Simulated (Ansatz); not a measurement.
Predict the output of the script below (the Ansatz DFT code, driven from Python).

`tae.py`
```python
"""Atomisation energy of BrFMg at the given geometry."""

from collections import Counter

import ansatz as az


def single_point(molecule, charge=0, unpaired=0):
    calc = (
        molecule.calculation()
        .basis(gaussian="6-31G*")
        .correlation("ccsd_t")
    )
    if charge:
        calc = calc.charge(charge)
    if unpaired:
        calc = calc.spin("collinear", total=unpaired)
    report = calc.run(threads=1, pin="off").report
    if report["published_state_doubts"]:
        print("  doubts:", report["published_state_doubts"])
    return report["free_energy_ev"]

geometry_ang = [
    ("F", (-1.6996, 0.8935, -0.8415)),
    ("Mg", (-0.1667, 0.0753, -0.0802)),
    ("Br", (1.8554, -1.0336, 0.9084)),
]
system = az.Crystal.molecule()
for symbol, xyz in geometry_ang:
    system = system.atom(symbol, xyz)

# Hund ground states
unpaired = {"F": 1, "Mg": 0, "Br": 1}
counts = Counter(site.symbol for site in system.cartesian_sites)
atom_energy = {s: single_point(az.Crystal.molecule().atom(s, (0, 0, 0)), 0, unpaired[s]) for s in counts}
whole = single_point(system, 0, 0)
for s, e in atom_energy.items():
    print(f"{s:2s} x{counts[s]}  {e:14.5f} eV")
print(f"BrFMg: {whole:.5f} eV")
split = sum(counts[s] * e for s, e in atom_energy.items()) - whole
print(f"atomisation energy (no zero-point term): {96.485332 * split:.1f} kJ/mol, {split / sum(counts.values()):.3f} eV an atom")
```

`python tae.py` gives:
```text
F  x1     -2707.50259 eV
Mg x1     -5432.36345 eV
Br x1    -69996.71443 eV
BrFMg: -78144.49744 eV
atomisation energy (no zero-point term): 763.9 kJ/mol, 2.639 eV an atom
```

763.9 kJ/mol from the electronic energies, without the zero-point term.

Caveats:
- Total energies depend on the basis set; only differences at equal settings carry meaning.
- The geometry is a force-field or estimated start, not a minimum of this method, and the basis set is short of its limit. All parts are taken at fixed geometry, without zero-point energy.
- In double-zeta sets correlated atomisation energies come out some 10 to 15 % low.
- The spin-orbit lowering of heavy atoms is left out.
- The whole script took 4.1 s on 1 thread of Arm Neoverse V2 (shared host), peak memory 0.21 GiB.
